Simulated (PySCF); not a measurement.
Molecule: OZnH2, in a box.

```xyz
4
Lattice="10.0000 0.0000 0.0000 0.0000 13.0000 0.0000 0.0000 0.0000 11.0000" Properties=species:S:1:pos:R:3 pbc="T T T"
O     5.3572    5.3833    6.2289
Zn    5.0468    6.9529    5.4619
H     4.6688    4.7192    6.1815
H     4.8787    8.3228    4.8391
```

Program: PySCF 2.14.0. Alike in all runs: task atomic charges; potentials or basis pob-tzvp-rev2 (all-electron); no spin polarisation; cell as given; k mesh 1 × 1 × 1; smearing fixed.

Q: Order these runs on this cell by their band gap on the k mesh, lowest first.
A. level SVWN5
B. level TPSSh; exxdiv ewald
C. level wB97X; exxdiv ewald

A: A (6.23 eV), B (7.66 eV), C (13.89 eV).

Caveats: this is a molecule in a periodic box at the Γ point, so its band gap is the HOMO-LUMO gap; the basis of atomic orbitals isn't converged, which shifts pressures, moduli and gaps.

Runs at the PBE level aren't shown here.
